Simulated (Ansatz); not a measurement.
# CH5GeNO: the cost of one run

The runs use Ansatz 0.2.0, Gaussian basis; the settings change from run to run.

## Step 1: The geometry

The structure was relaxed beforehand with PBE0-D4 in a triple-zeta def2 set.

SMILES `C[O][Ge][NH2]`, 9 atoms, charge 0, spin multiplicity 1.

Atoms are counted from 1 here; the program's logs count them from 0.

Bond lengths: C1–O2 1.404 Å, C1–H5 1.099 Å, C1–H6 1.095 Å, C1–H7 1.095 Å, O2–Ge3 1.798 Å, Ge3–N4 1.812 Å, N4–H8 1.006 Å, N4–H9 1.009 Å. Angles: O2–C1–H5 112.9°, O2–C1–H6 110.0°, O2–C1–H7 110.0°, H5–C1–H6 107.9°, H5–C1–H7 107.9°, H6–C1–H7 108.1°, C1–O2–Ge3 120.8°, O2–Ge3–N4 93.4°, Ge3–N4–H8 123.7°, Ge3–N4–H9 122.6°, H8–N4–H9 113.7°.

Coordinates:

```
C     0.38704    1.14566   -1.24840
O     0.02658    0.44457   -0.08717
Ge    0.05900   -1.35268   -0.04793
N    -0.50042   -1.43342    1.67401
H     0.67702    0.48236   -2.07549
H    -0.45188    1.76133   -1.58968
H     1.23235    1.80921   -1.03763
H    -0.64202   -2.29445    2.17476
H    -0.69917   -0.60888    2.22042
```

## Step 2: B97M-V/def2-mTZVPP

This run has charge +1, multiplicity 2, restricted open-shell orbitals.

in.yaml

```yaml
crystal:
  periodic: [false, false, false]
  atoms:
    - {symbol: C, position_ang: [0.387044, 1.145658, -1.248396]}
    - {symbol: O, position_ang: [0.026578, 0.444569, -0.087166]}
    - {symbol: Ge, position_ang: [0.058996, -1.352683, -0.047933]}
    - {symbol: N, position_ang: [-0.500421, -1.433423, 1.674013]}
    - {symbol: H, position_ang: [0.677016, 0.482365, -2.075491]}
    - {symbol: H, position_ang: [-0.451879, 1.761325, -1.589679]}
    - {symbol: H, position_ang: [1.232354, 1.809214, -1.037631]}
    - {symbol: H, position_ang: [-0.642021, -2.294445, 2.174760]}
    - {symbol: H, position_ang: [-0.699167, -0.608880, 2.220422]}
basis:
  gaussian: {orbitals: def2-mTZVPP}
total_charge: 1
magnetization: {spin_polarized: false, initial_magnetization: 1}
hamiltonian: {xc: {name: B97M-V}}
```

Launch:

```console
$ ansatz run in.yaml --threads 4 --pin off --events-out ev --progress --plain --max-ram 10444MiB
```

What time and memory should one allow on 4 threads of Arm Neoverse V1, shared host?

About 36 s, with a peak of 0.47 GiB.
